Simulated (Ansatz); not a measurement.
# ClGeH3N with multiplicity 2: shift of H4 from N1 to Ge2, part 2 of 2

Wanted: the energy profile along the shift of H4 from N1 to Ge2, from relaxed end points and a band of images. SMILES of the start: [NH2][GeH][Cl].

Ansatz 0.2.0; UKS PBE0/def2-SVP. Earlier steps stand in the parts before.

**10. What the band shows**

The 4 inner images lie between the fixed ends 0 and 5. Energy is taken from image 0, and the path length is the program's own coordinate along the band.

```
image  path (Å)  energy (eV)  H4–N1 (Å)  H4–Ge2 (Å)  band force (eV/Å)
    0     0.000       0.0000       1.02        2.46                  -
    1     0.729       0.0717       1.02        2.37              0.032
    2     1.459       1.1068       1.10        1.87              0.014
    3     2.189       2.1766       1.94        1.58              0.017
    4     2.919       1.3610       2.59        1.54              0.013
    5     3.650       1.2581       2.74        1.53                  -
```

image, energy (eV) and a bar:
```
        0      0.000 
        1      0.072 #
        2      1.107 ###############
        3      2.177 ##############################
        4      1.361 ###################
        5      1.258 #################
```

**11. The band again, with other settings**

crystal.atoms is end A as relaxed above, and neb.final_atoms is end B, turned to lie on A. With 8 inner images the band has 10 in all. The start path is listed, through a guess of the saddle.

Input file input.yaml:

```yaml
crystal:
  periodic: [false, false, false]
  atoms:
    - { symbol: "N", position_ang: [-0.450389, 0.315433, -0.781899] }
    - { symbol: Ge, position_ang: [0.07159, -0.154578, 0.913398] }
    - { symbol: Cl, position_ang: [1.254656, -1.96678, 0.626397] }
    - { symbol: H, position_ang: [-0.976854, 1.182352, -0.865823] }
    - { symbol: H, position_ang: [-0.896019, -0.413731, -1.333694] }
    - { symbol: H, position_ang: [1.039116, 0.973304, 1.395421] }
magnetization:
  spin_polarized: true
  initial_magnetization: 1
basis:
  gaussian: { orbitals: def2-SVP }
hamiltonian:
  xc: pbe0
neb:
  order_check: false
  images: 8
  f_tol: 0.05
  max_iterations: 60
  climbing: false
  final_atoms:
    - { symbol: "N", position_ang: [-0.22462294, 0.39346331, -1.42406208] }
    - { symbol: Ge, position_ang: [0.00524801, 0.20653321, 0.40033521] }
    - { symbol: Cl, position_ang: [0.49589644, -1.83208123, 0.97241615] }
    - { symbol: H, position_ang: [-1.31747792, 0.57447011, 1.08478199] }
    - { symbol: H, position_ang: [-0.0927797, -0.50824454, -1.90569159] }
    - { symbol: H, position_ang: [1.17583611, 1.10185913, 0.82602032] }
  initial_path:
    images:
      - { positions_ang: [[-0.450389, 0.315433, -0.781899], [0.07159, -0.154578, 0.913398], [1.254656, -1.96678, 0.626397], [-0.976854, 1.182352, -0.865823], [-0.896019, -0.413731, -1.333694], [1.039116, 0.973304, 1.395421]] }
      - { positions_ang: [[-0.36786131, 0.30432251, -0.86946754], [0.07994112, -0.12683464, 0.84756042], [1.19533359, -1.96827963, 0.67764343], [-1.03350412, 1.14570025, -0.67352282], [-0.87068918, -0.41396508, -1.38711139], [1.03887989, 0.99505658, 1.3586979]] }
      - { positions_ang: [[-0.28533361, 0.29321202, -0.95703608], [0.08829223, -0.09909128, 0.78172284], [1.13601118, -1.96977926, 0.72888986], [-1.09015424, 1.10904851, -0.48122264], [-0.84535936, -0.41419916, -1.44052877], [1.03864379, 1.01680916, 1.3219748]] }
      - { positions_ang: [[-0.20280592, 0.28210154, -1.04460461], [0.09664335, -0.07134792, 0.71588525], [1.07668877, -1.97127889, 0.78013629], [-1.14680435, 1.07239676, -0.28892247], [-0.82002954, -0.41443324, -1.49394616], [1.03840768, 1.03856175, 1.2852517]] }
      - { positions_ang: [[-0.12027822, 0.27099105, -1.13217315], [0.10499447, -0.04360456, 0.65004767], [1.01736636, -1.97277851, 0.83138272], [-1.20345447, 1.03574502, -0.09662229], [-0.79469972, -0.41466732, -1.54736355], [1.03817158, 1.06031433, 1.2485286]] }
      - { positions_ang: [[-0.0951931, 0.27966108, -1.20352461], [0.09762313, -0.00348109, 0.59304069], [0.93305975, -1.95781198, 0.86982929], [-1.24130157, 0.96820259, 0.1201116], [-0.7054509, -0.42516883, -1.61091884], [1.0533627, 1.07459823, 1.18526186]] }
      - { positions_ang: [[-0.12755056, 0.30811164, -1.25865898], [0.07452935, 0.04902249, 0.54486432], [0.82376892, -1.9263793, 0.895476], [-1.26034566, 0.86976947, 0.3612792], [-0.5522831, -0.44593776, -1.68461202], [1.08398105, 1.08141346, 1.09545148]] }
      - { positions_ang: [[-0.15990802, 0.3365622, -1.31379335], [0.05143557, 0.10152606, 0.49668795], [0.71447809, -1.89494661, 0.92112272], [-1.27938975, 0.77133635, 0.60244679], [-0.3991153, -0.46670668, -1.75830521], [1.1145994, 1.08822868, 1.00564109]] }
      - { positions_ang: [[-0.19226548, 0.36501275, -1.36892772], [0.02834179, 0.15402964, 0.44851158], [0.60518727, -1.86351392, 0.94676943], [-1.29843384, 0.67290323, 0.84361439], [-0.2459475, -0.48747561, -1.8319984], [1.14521776, 1.09504391, 0.91583071]] }
      - { positions_ang: [[-0.22462294, 0.39346331, -1.42406208], [0.00524801, 0.20653321, 0.40033521], [0.49589644, -1.83208123, 0.97241615], [-1.31747792, 0.57447011, 1.08478199], [-0.0927797, -0.50824454, -1.90569159], [1.17583611, 1.10185913, 0.82602032]] }
```

Run with:

```console
> ansatz run input.yaml --threads 2 --pin off --max-ram 3072MiB --backend cpu --events-out ev --progress --plain --runs-dir out
```

The log of the run (excerpt; [...] marks lines left out):

```text
Warning: RAYON_NUM_THREADS=2 ignored (pool sized by the plan → 2); use --threads N
[...]
Functional definition: PBE0
[...]
832 factors; integrals over basis functions are off by at most 3.0e-4 eV
[...]
mean field -70555.06140641 eV, -2592.8506827473 hartree, gradient 6.0e-5 eV, S^2 0.753739; 0 other end points of the search recorded, 0 dependent functions left out
[...]
reference -70555.06142901 eV, -2592.8506835777 hartree; 30, 29 occupied and 49, 50 virtual orbitals, 832 factors
[...]
Atom 2 at     0.781238    -1.940236     1.066789 Å, force    -0.081173     0.071332    -0.005336 eV/Å
Atom 3 at    -1.247353     0.585653     0.026658 Å, force    -0.073380    -0.063144     0.457465 eV/Å
Atom 4 at    -0.700890    -0.336870    -1.613886 Å, force     0.031264    -0.019204    -0.062309 eV/Å
Atom 5 at     1.213765     1.054210     1.175241 Å, force    -0.056704    -0.009971    -0.011842 eV/Å
Dipole moment:    -0.088569     0.047868     0.106921 e Å
this run last wrote the band of iteration 10 to <dir>
```

Run time: 1.9 min. Hardware: 2 threads of Intel Xeon 6975P-C (Granite Rapids), shared host; peak memory 0.25 GiB.

**12. The band, image by image**

Images 0 and 9 are the ends. Energies count from image 0; the path length is the program's own measure over all atoms.

```
image  path (Å)  energy (eV)  H4–N1 (Å)  H4–Ge2 (Å)  band force (eV/Å)
    0     0.000       0.0000       1.02        2.46                  -
    1     0.406       0.0129       1.02        2.46              0.002
    2     0.812       0.0633       1.02        2.40              0.007
    3     1.218       0.3384       1.02        2.15              0.011
    4     1.624       1.3028       1.14        1.81              0.027
    5     2.031       2.5469       1.61        1.63              0.012
    6     2.437       1.8627       2.09        1.56              0.006
    7     2.844       1.4109       2.50        1.54              0.004
    8     3.251       1.2806       2.70        1.54              0.001
    9     3.658       1.2581       2.74        1.53                  -
```

image, energy (eV) and a bar:
```
        0      0.000 
        1      0.013 
        2      0.063 #
        3      0.338 ####
        4      1.303 ###############
        5      2.547 ##############################
        6      1.863 ######################
        7      1.411 #################
        8      1.281 ###############
        9      1.258 ###############
```

**13. A trajectory let go at the top**

It starts at the highest inner image of the first converged band: 200 steps of 0.5 fs at constant energy, with velocities drawn for 300 K.

Input file input.yaml:

```yaml
crystal:
  periodic: [false, false, false]
  atoms:
    - { symbol: "N", position_ang: [-0.252721, 0.503187, -1.188412] }
    - { symbol: Ge, position_ang: [0.225801, 0.084219, 0.528577] }
    - { symbol: Cl, position_ang: [0.779781, -1.948754, 1.042513] }
    - { symbol: H, position_ang: [-1.248338, 0.569473, 0.011585] }
    - { symbol: H, position_ang: [-0.677607, -0.33043, -1.622023] }
    - { symbol: H, position_ang: [1.215184, 1.058306, 1.18156] }
magnetization:
  spin_polarized: true
  initial_magnetization: 1
basis:
  gaussian: { orbitals: def2-SVP }
hamiltonian:
  xc: pbe0
md:
  timestep: 0.5
  n_steps: 200
  ensemble: nve
  temperature: 300.0
  initial_velocities: maxwell_boltzmann
  seed: 8257
```

Run with:

```console
> ansatz run input.yaml --threads 2 --pin off --max-ram 3072MiB --backend cpu --events-out ev --progress --plain --runs-dir out
```

The log of the run (excerpt; [...] marks lines left out):

```text
Warning: RAYON_NUM_THREADS=2 ignored (pool sized by the plan → 2); use --threads N
[...]
Functional definition: PBE0
[...]
836 factors; integrals over basis functions are off by at most 3.0e-4 eV
[...]
mean field -70552.50415928 eV, -2592.7567056486 hartree, gradient 8.0e-5 eV, S^2 0.763588; 0 other end points of the search recorded, 0 dependent functions left out
[...]
reference -70552.50418156 eV, -2592.7567064673 hartree; 30, 29 occupied and 49, 50 virtual orbitals, 836 factors
[...]
md step    72: t =    36.00 fs  T =  1283.5 K  F+E_penalty+E_count = -70553.01297592 eV  E_kin = 0.663628 eV  conserved = -70552.34934767 eV  (36 SCF iters)
[...]
md step    96: t =    48.00 fs  T =  1418.5 K  F+E_penalty+E_count = -70553.08277403 eV  E_kin = 0.733399 eV  conserved = -70552.34937541 eV  (39 SCF iters)
md step    97: t =    48.50 fs  T =  1377.6 K  F+E_penalty+E_count = -70553.06162989 eV  E_kin = 0.712251 eV  conserved = -70552.34937937 eV  (39 SCF iters)
```

**14. The log goes on: dynamics from the highest image of the converged band**

The log, continued (excerpt; [...] marks lines left out):

```text
md step    98: t =    49.00 fs  T =  1337.5 K  F+E_penalty+E_count = -70553.04091742 eV  E_kin = 0.691550 eV  conserved = -70552.34936737 eV  (40 SCF iters)
[...]
md step   123: t =    61.50 fs  T =  1530.0 K  F+E_penalty+E_count = -70553.14043524 eV  E_kin = 0.791076 eV  conserved = -70552.34935927 eV  (46 SCF iters)
[...]
Atom 2 at     0.763616    -1.923801     0.873541 Å, force    -0.251927    -0.198379     0.913362 eV/Å
Atom 3 at    -0.747903     1.187966     1.335730 Å, force    -0.419235    -1.301939    -0.005807 eV/Å
Atom 4 at     0.274367    -0.655838    -1.811226 Å, force     0.062411    -0.104294     0.605777 eV/Å
Atom 5 at     1.481957     1.076465     0.771838 Å, force    -0.346467    -0.858493    -0.116122 eV/Å
Dipole moment:    -0.041600     0.020291     0.168847 e Å
```

Wall time 4.7 min (2 threads of Intel Xeon 6975P-C (Granite Rapids), shared host); peak memory 0.23 GiB.

**15. Frames and traces**

The trajectory, every 11 steps (energies from step 0):

```
time (fs)  T (K)  potential energy change (meV/atom)  total energy change (meV/atom)  H4–N1 (Å)  H4–Ge2 (Å)
      0.0    300                                 0.0                            0.00       1.56        1.64
      5.5    594                               -25.3                            0.04       1.79        1.66
     11.0   1794                              -128.8                           -0.12       2.26        1.61
     16.5   1969                              -143.9                           -0.11       2.85        1.66
     22.0   1368                               -92.1                           -0.06       3.17        1.64
     27.5    921                               -53.5                            0.01       3.15        1.47
     33.0   1307                               -86.9                           -0.14       3.21        1.57
     38.5   1385                               -93.6                           -0.04       3.10        1.66
     44.0   1751                              -125.2                           -0.12       2.67        1.52
     49.5   1299                               -86.1                           -0.05       2.40        1.56
     55.0   1185                               -76.3                           -0.03       2.37        1.62
     60.5   1475                              -101.3                           -0.04       2.45        1.54
     66.0   1605                              -112.5                           -0.08       2.69        1.63
     71.5   1597                              -111.8                           -0.09       2.78        1.65
     77.0   1092                               -68.3                           -0.01       2.68        1.46
     82.5   1241                               -81.2                           -0.14       2.80        1.57
     88.0   1425                               -97.0                           -0.06       2.92        1.66
     93.5   1642                              -115.7                           -0.10       2.85        1.53
     99.0   1306                               -86.7                           -0.04       2.87        1.56
    100.0   1298                               -86.0                           -0.04       2.88        1.58
```

time (fs), T (K) and a bar:
```
      0.0        300 
      4.5        464 ###
      8.5       1228 ################
     13.0       2056 ##############################
     17.5       1856 ###########################
     21.5       1410 ###################
     26.0       1031 ############
     30.5       1102 ##############
     35.0       1296 #################
     39.0       1433 ###################
     43.5       1771 #########################
     48.0       1418 ###################
     52.0       1157 ###############
     56.5       1260 ################
     61.0       1502 #####################
     65.0       1624 #######################
     69.5       1556 #####################
     74.0       1546 #####################
     78.5        950 ###########
     82.5       1241 ################
     87.0       1359 ##################
     91.5       1694 ########################
     95.5       1475 ####################
    100.0       1298 #################
```

The last frame stands with the bonds of end B.

**16. Dynamics from the top**

It starts at the highest inner image of the first converged band: 200 steps of 0.5 fs at constant energy, with velocities drawn for 100 K.

input.yaml: that of step 13 with these lines changed.

```diff
@@ -20,4 +20,4 @@
   ensemble: nve
-  temperature: 300.0
+  temperature: 100.0
   initial_velocities: maxwell_boltzmann
-  seed: 8257
+  seed: 8258
```

Run with:

```console
> ansatz run input.yaml --threads 2 --pin off --max-ram 3072MiB --backend cpu --events-out ev --progress --plain --runs-dir out
```

The log of the run (excerpt; [...] marks lines left out):

```text
Warning: RAYON_NUM_THREADS=2 ignored (pool sized by the plan → 2); use --threads N
[...]
Functional definition: PBE0
[...]
836 factors; integrals over basis functions are off by at most 3.0e-4 eV
[...]
mean field -70552.50415928 eV, -2592.7567056486 hartree, gradient 8.0e-5 eV, S^2 0.763588; 0 other end points of the search recorded, 0 dependent functions left out
[...]
reference -70552.50418156 eV, -2592.7567064673 hartree; 30, 29 occupied and 49, 50 virtual orbitals, 836 factors
[...]
md step    72: t =    36.00 fs  T =  1054.8 K  F+E_penalty+E_count = -70552.99829486 eV  E_kin = 0.545367 eV  conserved = -70552.45292807 eV  (38 SCF iters)
[...]
md step    96: t =    48.00 fs  T =  1756.7 K  F+E_penalty+E_count = -70553.36102183 eV  E_kin = 0.908292 eV  conserved = -70552.45272966 eV  (39 SCF iters)
md step    97: t =    48.50 fs  T =  1725.6 K  F+E_penalty+E_count = -70553.34491474 eV  E_kin = 0.892229 eV  conserved = -70552.45268589 eV  (39 SCF iters)
```

**17. The log goes on: dynamics from the highest image of the converged band**

Output, continued (excerpt; [...] marks lines left out):

```text
md step    98: t =    49.00 fs  T =  1689.2 K  F+E_penalty+E_count = -70553.32602997 eV  E_kin = 0.873380 eV  conserved = -70552.45264949 eV  (39 SCF iters)
[...]
md step   123: t =    61.50 fs  T =  1228.0 K  F+E_penalty+E_count = -70553.08742146 eV  E_kin = 0.634925 eV  conserved = -70552.45249615 eV  (45 SCF iters)
[...]
Atom 2 at     0.755089    -1.927580     0.862181 Å, force    -0.105650    -0.137223     0.957947 eV/Å
Atom 3 at    -0.883101     1.032724     1.309765 Å, force    -0.079957    -0.958082     0.204133 eV/Å
Atom 4 at     0.343025    -0.624543    -1.787871 Å, force    -0.124903     0.194066     0.708908 eV/Å
Atom 5 at     1.440247     1.107383     0.541309 Å, force    -0.123084    -0.575838     0.490060 eV/Å
Dipole moment:     0.011957     0.057080     0.215605 e Å
```

It took 4.7 min on 2 threads of Intel Xeon 6975P-C (Granite Rapids), shared host; peak memory 0.23 GiB.

**18. Frames and traces**

The trajectory, every 8 steps (energies from step 0):

```
time (fs)  T (K)  potential energy change (meV/atom)  total energy change (meV/atom)  H4–N1 (Å)  H4–Ge2 (Å)
      0.0    100                                 0.0                            0.00       1.56        1.64
      4.0     83                                 1.5                            0.03       1.62        1.66
      8.0    251                               -12.9                            0.08       1.72        1.63
     12.0   1038                               -80.8                            0.04       1.96        1.58
     16.0   2050                              -168.2                           -0.15       2.40        1.61
     20.0   2003                              -164.1                           -0.09       2.86        1.69
     24.0   1502                              -120.9                           -0.04       3.15        1.68
     28.0   1031                               -80.3                           -0.07       3.20        1.55
     32.0    632                               -45.8                            0.10       3.19        1.46
     36.0   1055                               -82.4                           -0.08       3.28        1.57
     40.0   1207                               -95.4                            0.01       3.26        1.66
     44.0   1682                              -136.4                           -0.09       3.02        1.60
     48.0   1757                              -142.8                           -0.05       2.67        1.51
     52.0   1404                              -112.4                           -0.03       2.44        1.57
     56.0   1015                               -78.8                            0.05       2.32        1.62
     60.0   1122                               -88.1                            0.00       2.28        1.56
     64.0   1431                              -114.7                           -0.01       2.38        1.51
     68.0   1572                              -126.9                           -0.08       2.64        1.61
     72.0   1375                              -109.9                            0.00       2.83        1.69
     76.0   1460                              -117.3                           -0.11       2.85        1.60
     80.0   1014                               -78.7                            0.04       2.78        1.46
     84.0    970                               -75.0                           -0.04       2.84        1.52
     88.0   1136                               -89.3                           -0.01       2.94        1.63
     92.0   1512                              -121.7                           -0.07       2.92        1.61
     96.0   1679                              -136.1                           -0.06       2.83        1.53
    100.0   1426                              -114.3                           -0.03       2.81        1.56
```

time (fs), T (K) and a bar:
```
      0.0        100 
      4.5         90 
      8.5        309 ###
     13.0       1337 ##################
     17.5       2155 ##############################
     21.5       1805 #########################
     26.0       1278 #################
     30.5        669 ########
     35.0        980 #############
     39.0       1157 ################
     43.5       1623 ######################
     48.0       1757 ########################
     52.0       1404 ###################
     56.5       1003 #############
     61.0       1190 ################
     65.0       1512 #####################
     69.5       1472 ####################
     74.0       1410 ###################
     78.5       1250 #################
     82.5        905 ############
     87.0       1095 ###############
     91.5       1458 ####################
     95.5       1684 #######################
    100.0       1426 ###################
```

The last frame stands with the bonds of end B.

**19. Outcome**

The summary covers parts 1 to 2.

| quantity | value |
| --- | --- |
| end A | 6 moves, 0.164 eV lower |
| end B | 7 moves, 0.608 eV lower |
| first band: barrier forwards | 2.56 eV |
| first band: barrier backwards | 1.30 eV |
| first band: second end relative to first | +1.258 eV |
| first band: highest image | 3 of 0 to 6, climbing |
| first band: band iterations | 8 |
| imaginary modes at the top | 1662i cm⁻¹ |
| second band | top 2.177 eV above image 0, 8 iterations, 4 inner images, none climbing |
| time, first and second band | 60 s and 49 s |
| third band | top 2.547 eV above image 0, 10 iterations, 8 inner images, none climbing |
| time, first and third band | 60 s and 1.9 min |
| trajectory at 300 K, after 100 fs | with the bonds of end B, at 1298 K |
| trajectory at 100 K, after 100 fs | with the bonds of end B, at 1426 K |

In the first band: the barrier from the first end is 2.56 eV, 99 times kT at 300 K; with a typical attempt rate of 10^13 per second that is roughly 10^-30 events a second. The second end lies 1.26 eV above the first, so the way back costs 1.30 eV. By distance, end A alone has N1–H4 and end B alone has Ge2–H4. One imaginary mode, as a first-order saddle point has. The second band's top lies 381 meV below the first's, as a band that doesn't climb stops under the top. The third band's top lies 10 meV below the first's, as a band that doesn't climb stops under the top. Zero-point energy and entropy are left out. Tunnelling, which matters where hydrogen moves, is missing too.
